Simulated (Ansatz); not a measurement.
# LaPRuO: further runs on the relaxed cell

One table from this session's results is given with a row withheld; the runs are named, their logs left out.

Method: DFT PBE and PBEsol (the runs whose input is shown use PBEsol), scalar-relativistic, plane waves, PAW, in Ansatz 0.2.0.

## Starting point

Symmetry: P4/nmm, No. 129, tetragonal system. The conventional cell has a = 4.067 Å, b = 4.067 Å, c = 8.500 Å, α = 90.00°, β = 90.00°, γ = 90.00°. La (site symmetry 4mm) is surrounded by 4 O at 2.38 Å. P (site symmetry 4mm) has 4 Ru at 2.34 Å as nearest neighbours. Ru (site symmetry -4m2) has 4 P at 2.34 Å as nearest neighbours. O (site symmetry -4m2) has 4 La at 2.38 Å as nearest neighbours.

As a file:

```cif
data_structure
_symmetry_space_group_name_H-M 'P4/nmm:1'
_symmetry_Int_Tables_number 129
_cell_length_a 4.0665
_cell_length_b 4.0665
_cell_length_c 8.5001
_cell_angle_alpha 90.000
_cell_angle_beta 90.000
_cell_angle_gamma 90.000
_cell_volume 140.56
loop_
_atom_site_label
_atom_site_type_symbol
_atom_site_symmetry_multiplicity
_atom_site_Wyckoff_symbol
_atom_site_fract_x
_atom_site_fract_y
_atom_site_fract_z
_atom_site_occupancy
La1 La 2 c 0.00000 0.50000 0.85533 1
P1 P 2 c 0.50000 0.00000 0.63556 1
Ru1 Ru 2 b 0.00000 0.00000 0.50000 1
O1 O 2 a 0.50000 0.50000 0.00000 1
```

It is the result of an earlier relaxation at this level (volume 17.57 Å³/atom; gap on the mesh: none (metal)).

The first run:

input.yaml reads:

```yaml
crystal:
  lattice:
    - [4.0665249225, 0.0, 0.0]
    - [0.0, 4.0665249225, 0.0]
    - [0.0, 0.0, 8.5000530102]
  atoms:
    - { symbol: La, position: [0.0, 0.5, 0.8553251505] }
    - { symbol: La, position: [0.5, 0.0, 0.1446748495] }
    - { symbol: P, position: [0.5, 0.0, 0.6355601841] }
    - { symbol: P, position: [0.0, 0.5, 0.3644398159] }
    - { symbol: Ru, position: [0.0, 0.0, 0.5] }
    - { symbol: Ru, position: [0.5, 0.5, 0.5] }
    - { symbol: O, position: [0.5, 0.5, 0.0] }
    - { symbol: O, position: [0.0, 0.0, 0.0] }
basis:
  ecutwfc: 420
kpoints:
  mp_grid: { grid: [10, 10, 4] }
hamiltonian:
  xc: pbesol
scf:
  occupations: { method: gaussian, width: 0.1 }
output:
  forces: true
  stress: true
  eigenvalues: true
relax:
  adjacent_minimum: "off"
  f_tol: 0.005
  max_steps: 50
  cell: { stress_tol: 0.05 }
```

Command:

```console
$ ansatz run input.yaml --threads 2 --pin off --max-ram 5120MiB --backend cpu --events-out ev --progress --plain --runs-dir out
```

Among the steps run: Relaxing with PBEsol; Relaxing with PBE+D3(BJ); Relaxing with LDA; Relaxing with r2SCAN.

One table of the session follows, with a row left open; its other results are not shown here.

It belongs to the step «Relaxed cells side by side». 

```
functional  a (Å)  b (Å)  c (Å)  volume (Å³/atom)
       PBE  4.067  4.067  8.500             17.57
    PBEsol      ?      ?      ?                 ?
PBE+D3(BJ)  4.038  4.038  8.327             16.97
       LDA  3.996  3.996  8.276             16.52
    r2SCAN  4.048  4.048  8.501             17.41
```

**Question.** Estimate the row for PBEsol.

As computed: a (Å): 4.022; b (Å): 4.022; c (Å): 8.351; volume (Å³/atom): 16.89. In the column «a (Å)» it lies between LDA (3.996) and PBE+D3(BJ) (4.038).

Spin polarisation is off in the runs that give these values; a magnetic solution could lie lower.
